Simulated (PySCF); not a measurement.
# Calcium: the same states on changed settings

The task here is to estimate one member of a computed series from the others.

Program: PySCF 2.14.0. Level of theory: unrestricted determinants in a Gaussian basis, no spin-orbit coupling in the energies. These are calculated values, not measurements, unless marked.

## The atom as given

| Quantity | Value |
| --- | --- |
| Element | calcium (Z = 20) |
| Basis | x2c-TZVPall (6s5p3d, 36 functions) |
| Hamiltonian | the spin-free X2C one-electron Hamiltonian (Gaussian nucleus) |
| State 1 | Ca: [Ar] 4s2, closed-shell 1S |
| State 2 | Ca+: [Ar] 4s1, 2S determinant |
| Methods | UHF, LDA, PBE, MP2, CCSD(T) |
| Core shells frozen in the correlated runs | valence: [Ar] (for Ca) |

The outer shells:

Ca [Ar] 4s2
```
[Ar] core
4s [↑↓]
```

Ca+ [Ar] 4s1
```
[Ar] core
4s [↑ ]
```

The sound run (x2c-TZVPall, scalar relativity by spin-free X2C-1e, symmetry-adapted start, fine grid, valence correlation) gave:

| species | method | energy (hartree) |
| --- | --- | --- |
| Ca | UHF | -679.62020 |
| Ca | LDA | -678.57549 |
| Ca | PBE | -680.22392 |
| Ca | MP2 (valence) | -679.63866 |
| Ca | CCSD(T) (valence) | -679.64840 |
| Ca+ | UHF | -679.43136 |
| Ca+ | LDA | -678.34619 |
| Ca+ | PBE | -679.99986 |

The runs were made by one driver on top of PySCF. The scripts below sum up each run's settings (the driver also hands on starting orbitals that pick excited configurations, and frozen orbitals as a list rather than a count), and the logs come from the driver's own runs.

The first run:

It was started by

```sh
OMP_NUM_THREADS=1 python atomrun2.py TASK.json OUT
```

Input file input.py:

```python
from pyscf import gto, scf, dft, mp, cc
import basis_set_exchange as bse
mol = gto.M(atom="Ca 0 0 0", charge=0, spin=0, symmetry="D2h",
            basis=gto.basis.parse(bse.get_basis("x2c-TZVPall", elements=["Ca"], fmt="nwchem", header=False)),
            nucmod="G")
mf = scf.UHF(mol).sfx2c1e()
mf.irrep_nelec = {'Ag': (4, 4), 'B1u': (2, 2), 'B2u': (2, 2), 'B3u': (2, 2)}
mf.init_guess = "minao"
mf.max_cycle = 50
mf.kernel()
```

Among the steps run: Changed run, Ca: the ladder of methods; Changed run, Ca+, method by method.

One table of the session follows, with a row left open; its other results are not shown here.

Ionisation energy of Ca:

```
 method  sound run (eV)
    UHF               ?
    LDA           6.240
    PBE           6.097
    MP2           5.641
SCS-MP2           5.742
   CCSD           5.906
CCSD(T)           5.906
  CCSDT           5.906
    FCI           5.906
```

Estimate the missing values for UHF.

**Answer.** sound run (eV): 5.139. In the column «sound run (eV)» it is the lowest.
